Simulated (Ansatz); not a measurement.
# FH5O3Zr: the cost of one run

Method: RHF/def2-SVP, in Ansatz 0.2.0.

## 1. The system as given

Bond lengths: Zr1–F2 2.566 Å, Zr1–O3 1.880 Å, Zr1–O4 1.880 Å, Zr1–O5 1.874 Å, Zr1–H6 2.399 Å, O3–H8 0.970 Å, O4–H9 0.966 Å, O5–H10 0.963 Å. Angles: F2–Zr1–O3 82.4°, F2–Zr1–O4 102.3°, F2–Zr1–O5 147.3°, F2–Zr1–H6 28.1°, O3–Zr1–O4 104.5°, O3–Zr1–O5 107.0°, O3–Zr1–H6 99.9°, O4–Zr1–O5 105.3°, O4–Zr1–H6 118.3°, O5–Zr1–H6 120.0°, Zr1–O3–H8 110.3°, Zr1–O4–H9 123.6°, Zr1–O5–H10 126.1°.

Coordinates:

```xyz
10

Zr    0.0009    0.1955    0.1922
F     1.0386   -0.9368   -1.8630
O    -0.9874   -1.4022    0.2645
O    -1.1734    1.4393   -0.5873
O     0.2350    0.7746    1.9595
H     1.8896   -0.5450   -1.0890
H     2.4301   -0.1573   -0.3641
H    -0.8540   -1.9175   -0.5470
H    -2.1342    1.3990   -0.4942
H    -0.4454    1.1504    2.5284
```

## 2. A restrained relaxation towards end A

Springs on the bonds that form and break draw the guess towards this end; the thresholds are loose.

input.yaml reads:

```yaml
crystal:
  periodic: [false, false, false]
  atoms:
    - { symbol: Zr, position_ang: [0.0009, 0.1955, 0.1922] }
    - { symbol: F, position_ang: [1.0386, -0.9368, -1.863] }
    - { symbol: O, position_ang: [-0.9874, -1.4022, 0.2645] }
    - { symbol: O, position_ang: [-1.1734, 1.4393, -0.5873] }
    - { symbol: O, position_ang: [0.235, 0.7746, 1.9595] }
    - { symbol: H, position_ang: [1.8896, -0.545, -1.089] }
    - { symbol: H, position_ang: [2.4301, -0.1573, -0.3641] }
    - { symbol: H, position_ang: [-0.854, -1.9175, -0.547] }
    - { symbol: H, position_ang: [-2.1342, 1.399, -0.4942] }
    - { symbol: H, position_ang: [-0.4454, 1.1504, 2.5284] }
basis:
  gaussian: { orbitals: def2-SVP }
hamiltonian:
  xc: hf
relax:
  f_tol: 0.15
  max_steps: 25
  restrain:
    - { distance: [0, 6], at: 3.36, k: 30.0 }
    - { distance: [5, 1], at: 2.18, k: 30.0 }
    - { distance: [0, 1], at: 2.32, k: 30.0 }
    - { distance: [5, 6], at: 0.62, k: 30.0 }
```

Launch:

```console
> ansatz run input.yaml --threads 2 --pin off --max-ram 3072MiB --backend cpu --events-out ev --progress --plain --runs-dir out
```

Q: Estimate wall time and peak memory on 2 threads of Arm Neoverse V2, shared host.

About 28 s, with a peak of 0.23 GiB.
